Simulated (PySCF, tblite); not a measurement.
**C₃H₁₁F₂NSi₂: geometry, infrared bands and NMR shifts**

Wanted: the infrared bands and NMR shifts of C₃H₁₁F₂NSi₂ (`CNC[C@@H]([SiH3])[SiH](F)F`), by calculation.

Programs: tblite 0.8.0 and PySCF 2.14.0, with density-fitted response routines of our own. Each step states its level of theory. These are calculated values for one molecule in the gas phase, unless marked as measured. Atoms count from 0, in the outputs and in this text.

### 1 Starting geometry

19 atoms, charge 0, multiplicity 1; geometry from: force field or distance geometry start.

Bonds of the start (Å): C0–N1 1.49, N1–C2 1.46, C2–C3 1.54, C3–Si4 1.87, C3–Si5 1.87, Si5–F6 1.68, Si5–F7 1.66, C0–H8 1.13, C0–H9 1.08, C0–H10 1.10, N1–H11 1.06, C2–H12 1.10, C2–H13 1.11, C3–H14 1.09, Si4–H15 1.49, Si4–H16 1.47, Si4–H17 1.48, Si5–H18 1.48.

### 2 Geometry optimisation with GFN2-xTB

What the job is given:

```
{"job": {"kind": "relax", "xc": "GFN2-xTB", "basis": "xTB"}, "charge": 0, "multiplicity": 1}
C      2.745100     0.654000    -0.165800
N      1.413400     0.433000    -0.785400
C      0.571400    -0.416900     0.045300
C     -0.863300    -0.390000    -0.504700
Si    -1.889900    -1.477200     0.618300
Si    -1.592900     1.330200    -0.385400
F     -0.604800     2.480400    -1.112200
F     -3.039900     1.308900    -1.205900
H      2.688000     1.449000     0.634700
H      3.159400    -0.244200     0.278500
H      3.390700     0.991600    -0.994300
H      1.599200    -0.110400    -1.679700
H      0.618100    -0.216200     1.126700
H      0.901100    -1.464600    -0.137600
H     -0.859500    -0.705600    -1.545500
H     -3.320200    -1.537700     0.194000
H     -1.259700    -2.800200     0.584200
H     -1.838500    -1.005900     2.022600
H     -1.827400     1.731000     1.019900
```

Run with:

```
$ OMP_NUM_THREADS=1 python probes_run.py task.json out
```

This one command runs all jobs of the session in turn.

**Question.** This job is followed by: GFN2-xTB harmonic vibrations, gas phase; GIAO PBE0/pcSseg-1 NMR shielding, non-relativistic, gas phase. Predict these results of the whole session: strongest single infrared mode (GFN2-xTB); zero-point energy (GFN2-xTB); ¹³C shifts against TMS (PBE0/pcSseg-1); ¹H shifts against TMS (PBE0/pcSseg-1, means over atoms taken as alike); ¹⁵N shifts against NH3 (PBE0/pcSseg-1); ²⁹Si shifts against TMS (PBE0/pcSseg-1); ¹⁹F shifts against CFCl3 (PBE0/pcSseg-1).

**Answer**, as computed:

```
                                                              quantity                                         value
                             strongest single infrared mode (GFN2-xTB)                          803 cm⁻¹, 489 km/mol
                                          zero-point energy (GFN2-xTB)                                 86.2 kcal/mol
                                ¹³C shifts against TMS (PBE0/pcSseg-1)                          49.8, 37.9, 15.8 ppm
¹H shifts against TMS (PBE0/pcSseg-1, means over atoms taken as alike)  4.83, 3.90, 3.18, 2.59, 2.09, 1.22, 1.00 ppm
                                ¹⁵N shifts against NH3 (PBE0/pcSseg-1)                                      73.7 ppm
                               ²⁹Si shifts against TMS (PBE0/pcSseg-1)                              -25.4, -76.1 ppm
                              ¹⁹F shifts against CFCl3 (PBE0/pcSseg-1)                            -143.6, -160.3 ppm
```

Relaxing lowered the energy by 0.735 eV in 155 steps; the close pair that moved most is Si5–F6, from 1.682 to 1.607 Å. No mode is imaginary among the 51: a minimum at this level. The strongest single mode, at 803 cm⁻¹, is spread over many atoms; the largest shares are those of F7, Si5. Unscaled tight-binding wavenumbers are off by several per cent, some by more. Its intensities can rank the bands wrongly. C2 (sp3 CH2 bonded to N) lies farthest downfield among carbon, at 49.8 ppm; pulled downfield by the heteroatom.
